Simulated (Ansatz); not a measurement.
**GaNH₄: how energies converge with the basis set**

One table from this session's results is given with a row withheld; the runs are named, their logs left out.

Program: Ansatz 0.2.0, Gaussian basis. Level of theory: one geometry, several basis sets. These are calculated values, not measurements.

Plan: PBE0-D4/def2-SVP; ωB97M-V/def2-SVP; PBE0-D4/def2-QZVPP; ωB97M-V/def2-QZVPP; the functionals' def2-TZVPP values are taken from earlier runs.

### The geometry

The geometry comes from an earlier relaxation with PBE0-D4 in a triple-zeta def2 set; it is a stationary point.

6 atoms, charge 0, spin multiplicity 1.

Atoms are counted from 1 here; the program's logs count them from 0.

Bond lengths: N1–Ga2 1.813 Å, N1–H3 1.006 Å, N1–H4 1.006 Å, Ga2–H5 1.561 Å, Ga2–H6 1.561 Å. Angles: Ga2–N1–H3 124.1°, Ga2–N1–H4 124.0°, H3–N1–H4 111.9°, N1–Ga2–H5 116.7°, N1–Ga2–H6 116.7°, H5–Ga2–H6 126.5°.

The first run:

File in.yaml:

```yaml
crystal:
  periodic: [false, false, false]
  atoms:
    - {symbol: N, position_ang: [-0.010240, -0.951954, 0.045618]}
    - {symbol: Ga, position_ang: [0.009271, 0.859054, -0.041197]}
    - {symbol: H, position_ang: [0.262887, -1.554999, -0.711390]}
    - {symbol: H, position_ang: [-0.295626, -1.473687, 0.856590]}
    - {symbol: H, position_ang: [0.483545, 1.492902, -1.386834]}
    - {symbol: H, position_ang: [-0.449838, 1.628685, 1.237213]}
basis:
  gaussian: {orbitals: def2-SVP}
hamiltonian: {xc: pbe0, dispersion: d4}
output: {orbitals: {seedname: orbitals}}
```

The run is started by

```bash
$ ansatz run in.yaml --threads 4 --pin off --events-out ev --progress --plain --max-ram 10444MiB
```

Among the steps run: PBE0-D4 in def2-SVP; ωB97M-V in def2-SVP; PBE0-D4 in def2-QZVPP; ωB97M-V in def2-QZVPP.

One of the session's tables, all rows but one given; the rest of the session is left out.

```
functional       basis  HOMO (eV)
   PBE0-D4    def2-SVP          ?
   PBE0-D4  def2-TZVPP      -7.40
   PBE0-D4  def2-QZVPP      -7.44
   ωB97M-V    def2-SVP      -9.62
   ωB97M-V  def2-TZVPP      -9.78
   ωB97M-V  def2-QZVPP      -9.82
```

Q: Estimate the row for PBE0-D4, def2-SVP from the others.

As computed: HOMO (eV): -7.27. In the column «HOMO (eV)» it is the highest.
